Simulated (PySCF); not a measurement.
# GeS (germanium sulfide) at B3LYP/STO-6G

Aim: the vertical ionisation energy of GeS (germanium sulfide) at B3LYP/STO-6G, from 2 runs. 

The results are computed with PySCF 2.14.0.

12 further runs of the same task are left out: 5 that didn't finish, 7 set aside as unsound or not needed.

**1. Starting point**

GeS: 2 atoms, total charge 0, spin state singlet. As SMILES, `[S+]#[Ge-]`. The bond length is the measured one.

Bond lengths: S1–Ge2 2.012 Å.

**2. The energy at B3LYP/STO-6G**

mol.xyz reads:

```xyz
2

S      0.000000     0.000000     0.000000
Ge     0.000000     0.000000     2.012086
```

job.py reads:

```python
from pyscf import gto, dft

molecule = gto.M(
    atom='mol.xyz',
    spin=0,
    basis='sto-6g',
    max_memory=1860,
    verbose=4,
)

mf = dft.RKS(molecule, xc='b3lyp')
mf.grids.level = 5
mf.conv_tol = 1e-10
mf.kernel()
if not mf.converged:
    mf = mf.newton().run(mf.mo_coeff, mf.mo_occ)

e_tot = mf.e_tot
print('E = %.10f Eh' % e_tot)
```

On the command line:

```console
$ OMP_NUM_THREADS=1 python job.py
```

Output:

```text
PySCF version 2.14.0

[INPUT] num. atoms = 2
[INPUT] num. electrons = 48
[INPUT] charge = 0
[INPUT] spin (= nelec alpha-beta = 2S) = 0
[INPUT] symmetry False subgroup None
[INPUT] Mole.unit = angstrom
[INPUT] Symbol           X                Y                Z      unit          X                Y                Z       unit  Magmom
[INPUT]  1 S      0.000000000000   0.000000000000   0.000000000000 AA    0.000000000000   0.000000000000   0.000000000000 Bohr   0.0
[INPUT]  2 Ge     0.000000000000   0.000000000000   2.012086000000 AA    0.000000000000   0.000000000000   3.802291479072 Bohr   0.0

nuclear repulsion = 134.655641951209
number of shells = 13
number of NR pGTOs = 162
number of NR cGTOs = 27
basis = sto-6g
ecp = {}

[... 55 lines left out ...]
converged SCF energy = -2462.37912296413
E = -2462.3791229641 Eh
```

It took 4.2 s on 1 thread of Arm Neoverse V1, shared host; peak memory 0.21 GiB.

**3. The doublet cation**

geometry.xyz reads:

```xyz
2
GeS
S      0.000000     0.000000     0.000000
Ge     0.000000     0.000000     2.012086
```

run.py reads:

```python
from pyscf import gto, dft

system = gto.Mole()
system.atom = 'geometry.xyz'
system.basis = 'sto-6g'
system.max_memory = 1860
system.verbose = 3
system.charge = 1
system.spin = 1
system.build()

mf = dft.UKS(system, xc='b3lyp')
mf.grids.level = 5
mf.conv_tol = 1e-10
mf.kernel()
if not mf.converged:
    mf = mf.newton().run(mf.mo_coeff, mf.mo_occ)

e_final = mf.e_tot
print(f'total energy: {e_final:.8f} hartree')
```

On the command line:

```console
$ OMP_NUM_THREADS=1 python run.py
```

Output:

```text
WARN: HOMO -0.455116314909333 >= LUMO -0.45511631490933

WARN: HOMO -0.235473217444894 >= LUMO -0.235000555266994

converged SCF energy = -2462.10345141703  <S^2> = 0.76183996  2S+1 = 2.0118051
total energy: -2462.10345142 hartree
```

It took 6 s on 1 thread of Arm Neoverse V1, shared host; peak memory 0.21 GiB.

**4. Results**

At B3LYP/STO-6G:

```
                                          quantity           value
                         singlet GeS: total energy  -2462.37912 Eh
                        singlet GeS: dipole moment          0.22 D
                          singlet GeS: HOMO energy        -2.81 eV
                          singlet GeS: LUMO energy         1.44 eV
                        singlet GeS: HOMO–LUMO gap         4.26 eV
                      doublet cation: total energy  -2462.10345 Eh
doublet cation: HOMO energy (highest over α and β)       -12.45 eV
 doublet cation: LUMO energy (lowest over α and β)       -11.01 eV
                              doublet cation: ⟨S²⟩           0.762
vertical ionisation energy (to the doublet cation)        7.501 eV
```

In words: The vertical ionisation energy comes to 7.50 eV (724 kJ/mol). −ε(HOMO) before ionisation, 2.81 eV, is 4.69 eV below this ionisation energy. In a minimal basis such a difference can be off by several eV, whatever the method.
